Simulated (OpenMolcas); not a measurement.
**Re⁺: CASSCF and CASPT2 terms and fine-structure levels**

Aim: the low terms and levels of Re⁺, with their order and spacing, then second-order correlation under several settings.

The numbers are computed with OpenMolcas 26.06 (state-averaged CASSCF and CASPT2, spin-orbit coupling by RASSI with atomic mean-field integrals), except any that are marked as measured or tabulated.

### Step 1. The system

| Item | Value |
| --- | --- |
| Species | Re⁺ (rhenium, Z = 75, 74 electrons) |
| Basis | ANO-R1 [7s5p4d2f], 56 functions |
| Scalar Hamiltonian | X2C, finite nucleus |
| Inactive shells | 1s 2s 2p 3s 3p 3d 4s 4p 4d 4f 5s 5p |
| Active space | 6 electrons in 5 orbitals (5d) |
| Some configurations of this space | 5d⁶ |
| Orbitals | optimised for each spin and parity, averaged over all roots |

Outer shells as boxes (Hund's rule):

5d6
```
5d [↑↓][↑ ][↑ ][↑ ][↑ ]
```

The work runs as a chain of OpenMolcas steps in one folder; each step below is one input file. Labels, J, g values, rates, χT and fits are worked out afterwards by a script from the matrices that RASSI stores.

### Step 2. GATEWAY and SEWARD: basis and integrals

File a.inp:

```
&GATEWAY
Coord
1

Re 0.0 0.0 0.0
Basis=ANO-R1
Group=XYZ
NoMove
AngMom=0.0 0.0 0.0
AMFI
&SEWARD
```

### Step 3. Reference wave functions, quintets of even parity, 5 roots

File a.inp:

```
&RASSCF
FileOrb=start.orb
Symmetry=1
Spin=5
nActEl=6 0 0
Inactive=15 19
Ras2=5 0
CIRoot=5 5 1
SDav=5
CIMx=300
Iter=120 100
PrWF=0.3
OrbListing=Nothing
MaxOrb=0
Atom
>>> COPY $Project.JobIph JOB001
```

start.orb holds the contracted functions of the basis, ordered by shell, or the orbitals of the step before.

### Step 4. Reference wave functions, triplets of even parity, 45 roots

File a.inp:

```
&RASSCF
FileOrb=start.orb
Symmetry=1
Spin=3
nActEl=6 0 0
Inactive=15 19
Ras2=5 0
CIRoot=45 45 1
SDav=45
CIMx=300
Iter=120 100
PrWF=0.3
OrbListing=Nothing
MaxOrb=0
Atom
>>> COPY $Project.JobIph JOB002
```

### Step 5. CASSCF: singlets of even parity, 50 roots

File a.inp:

```
&RASSCF
FileOrb=start.orb
Symmetry=1
Spin=1
nActEl=6 0 0
Inactive=15 19
Ras2=5 0
CIRoot=50 50 1
SDav=50
CIMx=300
Iter=120 100
PrWF=0.3
OrbListing=Nothing
MaxOrb=0
Atom
>>> COPY $Project.JobIph JOB003
```

### Step 6. State interaction with spin-orbit coupling

File a.inp:

```
&RASSI
NrOfJobIphs=3 5 45 49
1 2 3 4 5
1 2 3 4 5 6 7 8 9 10 11 12 13 14 15 16 17 18 19 20 21 22 23 24 25 26 27
28 29 30 31 32 33 34 35 36 37 38 39 40 41 42 43 44 45
1 2 3 4 5 6 7 8 9 10 11 12 13 14 15 16 17 18 19 20 21 22 23 24 25 26 27
28 29 30 31 32 33 34 35 36 37 38 39 40 41 42 43 44 45 46 47 48 49
IphNames
JOB001
JOB002
JOB003
EJob
SpinOrbit
DIPRint=1.0
SOCoupling=1000.0
Subsets=2
MEES
Property=10
'ANGMOM' 1 'ANGMOM' 2 'ANGMOM' 3 'MLTPL  1' 1 'MLTPL  1' 2 'MLTPL  1' 3
'AMFI' 1 'AMFI' 2 'AMFI' 3 'MLTPL  2' 6
SOProperty=3
'ANGMOM' 1 'ANGMOM' 2 'ANGMOM' 3
```

### Step 7. CASPT2: IPEA 0.25, imaginary shift 0.1 (closed shells correlated: 5s 5p)

File a.inp:

```
>>> COPY JOB001 $Project.JobIph
&CASPT2
Multistate=5 1 2 3 4 5
Frozen=14 16
IPEA=0.25
Imaginary=0.1
MaxIter=60
WThr=0.0 0.3 0.05
PrWF=0.5
NoMix
>>> COPY JOB002 $Project.JobIph
&CASPT2
Multistate=45 1 2 3 4 5 6 7 8 9 10 11 12 13 14 15 16 17 18 19 20 21 22
23 24 25 26 27 28 29 30 31 32 33 34 35 36 37 38 39 40 41 42 43 44 45
Frozen=14 16
IPEA=0.25
Imaginary=0.1
MaxIter=60
WThr=0.0 0.3 0.05
PrWF=0.5
NoMix
>>> COPY JOB003 $Project.JobIph
&CASPT2
Multistate=49 1 2 3 4 5 6 7 8 9 10 11 12 13 14 15 16 17 18 19 20 21 22
23 24 25 26 27 28 29 30 31 32 33 34 35 36 37 38 39 40 41 42 43 44 45 46
47 48 49
Frozen=14 16
IPEA=0.25
Imaginary=0.1
MaxIter=60
WThr=0.0 0.3 0.05
PrWF=0.5
NoMix
```

### Step 8. CASPT2: IPEA 0.25, imaginary shift 0.3 (closed shells correlated: 5s 5p)

a.inp, as its differences from that of step 7:

```diff
@@ -5,3 +5,3 @@
 IPEA=0.25
-Imaginary=0.1
+Imaginary=0.3
 MaxIter=60
@@ -16,3 +16,3 @@
 IPEA=0.25
-Imaginary=0.1
+Imaginary=0.3
 MaxIter=60
@@ -28,3 +28,3 @@
 IPEA=0.25
-Imaginary=0.1
+Imaginary=0.3
 MaxIter=60
```

(Steps that only read results are left out.)

Q: Predict the outcome of this session. Wanted: lowest level; first excited level; lowest level of another term; spin-orbit lowering of the lowest level; strongest of the lines computed, by gA.

**Answer**, as computed:

```
                                                                                   quantity                                                                        value
                                                                                     method  SS-CASPT2, IPEA 0.25, imaginary shift 0.1 (closed shells correlated: 5s 5p)
                                                                               lowest level                                        5d⁶ ⁵D₄, 90 % of that term, g = 1.473
                                                                ground level listed by NIST                                                                          7S3
                                                                        first excited level                                                         5d⁶ ⁵D₃ at 3350 cm⁻¹
                                                               lowest level of another term                                                     5d⁶ ³F₄(1) at 12380 cm⁻¹
                                                    spin-orbit lowering of the lowest level                                                                    4253 cm⁻¹
strongest of the lines computed, by gA (one parity, so forbidden lines), at CASSCF energies                             5d⁶ ³P₂(1) → 5d⁶ ⁵D₃, 780.9 nm, A = 1.53e+01 s⁻¹
```

Cost and accuracy by method:

| method | time of its own steps | time with the reference | mean absolute difference from method B (cm-1) |
| --- | --- | --- | --- |
| A. CASSCF | 37 s | 37 s | 2400 |
| B. SS-CASPT2, IPEA 0.25, imaginary shift 0.1, +5s 5p | 17 s | 53 s | 0 |
| C. SS-CASPT2, IPEA 0.25, imaginary shift 0.3, +5s 5p | 17 s | 53 s | 71 |

Times are of one thread on a shared host.

In words: The multiplet ⁵D is inverted; its intervals divided by the larger J differ by 134 % of their mean, where Landé's rule for pure LS coupling makes them equal. Second-order correlation (method B) scales the levels of the lowest configuration above 5000 cm⁻¹ by 0.85 to 0.98. Only the configurations of the active space and the roots asked for are present. The ground level that NIST lists is not among them. Not all states of the active space went into the spin-orbit step. CASPT2 does not keep the components of a term degenerate, and the means are used. The free ion's ground configuration, as NIST lists it, lies outside this active space, so the lowest level here need not be the ground level. Levels of other configurations are missing from the list.
